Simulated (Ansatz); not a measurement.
# C₂H₇BSe: a ladder of functionals and wavefunction methods

An exercise on one series of results from a longer session: the logs are not shown, and one member is left open.

The runs use Ansatz 0.2.0, Gaussian basis; functionals in def2-TZVPP, the program's frozen cores in correlated methods.

Levels to be run: PBE-D4, r2SCAN-D4, PBE0-D4, B3LYP-D4, ωB97X-V, ωB97M-V, B2PLYP; CCSD(T)/def2-TZVPP; MP2/def2-QZVPP; extrapolation to the limit.

### The relaxed structure

An earlier PBE0-D4 in a triple-zeta def2 set relaxation fixed the geometry.

11 atoms, charge 0, spin multiplicity 1.

Atoms are counted from 1 here; the program's logs count them from 0.

Bond lengths: B1–C2 1.554 Å, B1–Se3 2.193 Å, B1–H5 1.198 Å, B1–H6 1.197 Å, C2–Se3 1.985 Å, C2–H7 1.086 Å, C2–H8 1.087 Å, Se3–C4 1.941 Å, C4–H9 1.089 Å, C4–H10 1.088 Å, C4–H11 1.088 Å. Angles: C2–B1–Se3 61.2°, C2–B1–H5 119.9°, C2–B1–H6 119.0°, Se3–B1–H5 107.5°, Se3–B1–H6 107.9°, H5–B1–H6 120.3°, B1–C2–Se3 75.5°, B1–C2–H7 121.1°, B1–C2–H8 122.3°, Se3–C2–H7 108.1°, Se3–C2–H8 108.2°, H7–C2–H8 112.3°, B1–Se3–C2 43.3°, B1–Se3–C4 100.0°, C2–Se3–C4 98.0°, Se3–C4–H9 107.5°, Se3–C4–H10 109.8°, Se3–C4–H11 108.4° and more.

As a file:

```mol
C2H7BSe
  3D, bonds by distance, orders not assigned

 11 11  0  0  0  0  0  0  0  0999 V2000
   -0.2364    1.4559    0.4858 B   0  0
   -0.7393    0.1425    1.1464 C   0  0
    1.1038   -0.2792    0.5410 Se  0  0
    0.6495   -1.1104   -1.1534 C   0  0
   -0.4876    1.6805   -0.6641 H   0  0
    0.2371    2.3097    1.1789 H   0  0
   -0.7716    0.0353    2.2269 H   0  0
   -1.4256   -0.5339    0.6438 H   0  0
    1.5547   -1.1363   -1.7584 H   0  0
    0.2857   -2.1216   -0.9814 H   0  0
   -0.1049   -0.4996   -1.6446 H   0  0
  1  2  8  0
  1  3  8  0
  1  5  8  0
  1  6  8  0
  2  3  8  0
  2  7  8  0
  2  8  8  0
  3  4  8  0
  4  9  8  0
  4 10  8  0
  4 11  8  0
M  END
```

Set-up of the first run:

Input file in.yaml:

```yaml
crystal:
  periodic: [false, false, false]
  atoms:
    - {symbol: B, position_ang: [-0.236432, 1.455878, 0.485753]}
    - {symbol: C, position_ang: [-0.739340, 0.142512, 1.146371]}
    - {symbol: Se, position_ang: [1.103761, -0.279216, 0.540973]}
    - {symbol: C, position_ang: [0.649547, -1.110385, -1.153390]}
    - {symbol: H, position_ang: [-0.487624, 1.680516, -0.664112]}
    - {symbol: H, position_ang: [0.237139, 2.309723, 1.178918]}
    - {symbol: H, position_ang: [-0.771559, 0.035268, 2.226865]}
    - {symbol: H, position_ang: [-1.425578, -0.533881, 0.643753]}
    - {symbol: H, position_ang: [1.554704, -1.136334, -1.758435]}
    - {symbol: H, position_ang: [0.285727, -2.121576, -0.981396]}
    - {symbol: H, position_ang: [-0.104946, -0.499606, -1.644600]}
basis:
  gaussian: {orbitals: def2-TZVPP}
hamiltonian: {xc: pbe, dispersion: d4}
output: {forces: true, orbitals: {seedname: orbitals}}
```

Command:

```
> ansatz run in.yaml --threads 4 --pin off --events-out ev --progress --plain --max-ram 10444MiB
```

Steps of the session up to this table: PBE-D4 (GGA); r2SCAN-D4 (meta-GGA); PBE0-D4 (hybrid); B3LYP-D4 (hybrid); ωB97X-V (range-separated); ωB97M-V (range-separated); B2PLYP (double hybrid); CCSD(T) in def2-TZVPP; MP2 in def2-QZVPP.

One of the session's tables, all rows but one given; the rest of the session is left out.

```
            method  atomisation energy (kJ/mol)
            PBE-D4                       3981.2
         r2SCAN-D4                       3933.0
           PBE0-D4                       3934.3
          B3LYP-D4                       3912.5
           ωB97X-V                            ?
           ωB97M-V                       3911.9
            B2PLYP                       3869.6
     HF/def2-TZVPP                       2920.1
    MP2/def2-TZVPP                       3862.1
   CCSD/def2-TZVPP                       3769.4
CCSD(T)/def2-TZVPP                       3823.3
           MP2/CBS                       3944.1
       CCSD(T)/CBS                       3905.3
```

Q: Estimate the row for ωB97X-V from the others.

As computed: atomisation energy (kJ/mol): 3910.3. In the column «atomisation energy (kJ/mol)» it lies between CCSD(T)/CBS (3905.3) and ωB97M-V (3911.9).

Caveats from the session: Free atoms (1 B, 2 C, 1 Se, 7 H) were run apart at each level; the atomisation energy is their sum less the molecule, without zero-point or spin-orbit terms.
